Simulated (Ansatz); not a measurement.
# ScTiC6N6: the cost of one run

Method: DFT PBE, scalar-relativistic, plane waves, PAW, in Ansatz 0.2.0.

**1. The structure to begin with**

It takes space group Fm-3m (No. 225, cubic). The conventional cell has a = 10.456 Å, b = 10.456 Å, c = 10.456 Å, α = 90.00°, β = 90.00°, γ = 90.00°. Around Sc (site symmetry m-3m) lie 6 N at 2.12 Å. Ti (site symmetry m-3m) is surrounded by 6 C at 1.94 Å. C (site symmetry 4mm) is surrounded by 1 N at 1.17 Å. Around N (site symmetry 4mm) lie 1 C at 1.17 Å.

As a file:

```xyz
14
Lattice="0.0000 5.2280 5.2280 5.2280 0.0000 5.2280 5.2280 5.2280 0.0000" Properties=species:S:1:pos:R:3 pbc="T T T"
Sc    5.2280    5.2280    5.2280
Ti    0.0000    0.0000    0.0000
C     1.9380    5.2280    5.2280
C     5.2280    1.9380    5.2280
C     5.2280    5.2280    1.9380
C     8.5180    5.2280    5.2280
C     5.2280    8.5180    5.2280
C     5.2280    5.2280    8.5180
N     3.1080    5.2280    5.2280
N     5.2280    3.1080    5.2280
N     5.2280    5.2280    3.1080
N     7.3480    5.2280    5.2280
N     5.2280    7.3480    5.2280
N     5.2280    5.2280    7.3480
```

The cell is invented: cyanide-bridged rock-salt net of two metals, 0 guest cations a cell (Fm-3m, No. 225). Its size is a rough estimate.

**2. Probe: one point on a coarse mesh**

input.yaml

```yaml
crystal:
  lattice:
    - [0.0, 5.228, 5.228]
    - [5.228, 0.0, 5.228]
    - [5.228, 5.228, 0.0]
  atoms:
    - { symbol: Sc, position: [0.5, 0.5, 0.5] }
    - { symbol: Ti, position: [0.0, 0.0, 0.0], spin: 1.0 }
    - { symbol: C, position: [0.81465187, 0.18534813, 0.18534813] }
    - { symbol: C, position: [0.18534813, 0.81465187, 0.18534813] }
    - { symbol: C, position: [0.18534813, 0.18534813, 0.81465187] }
    - { symbol: C, position: [0.18534813, 0.81465187, 0.81465187] }
    - { symbol: C, position: [0.81465187, 0.18534813, 0.81465187] }
    - { symbol: C, position: [0.81465187, 0.81465187, 0.18534813] }
    - { symbol: "N", position: [0.7027544, 0.2972456, 0.2972456] }
    - { symbol: "N", position: [0.2972456, 0.7027544, 0.2972456] }
    - { symbol: "N", position: [0.2972456, 0.2972456, 0.7027544] }
    - { symbol: "N", position: [0.2972456, 0.7027544, 0.7027544] }
    - { symbol: "N", position: [0.7027544, 0.2972456, 0.7027544] }
    - { symbol: "N", position: [0.7027544, 0.7027544, 0.2972456] }
basis:
  ecutwfc: 420
kpoints:
  mp_grid: { grid: [4, 4, 4] }
hamiltonian:
  xc: pbe
scf:
  occupations: { method: gaussian, width: 0.1 }
  lower_state_search: "off"
output:
  forces: true
  stress: true
  eigenvalues: true
  populations: true
magnetization:
  spin_polarized: true
```

Started as:

```bash
ansatz run input.yaml --threads 1 --pin off --max-ram 2560MiB --backend cpu --events-out ev --progress --plain --runs-dir out
```

**Question.** How long does this run take on 1 thread of Arm Neoverse V1, shared host, and how much memory does it need?

About 44 s, with a peak of 0.68 GiB.
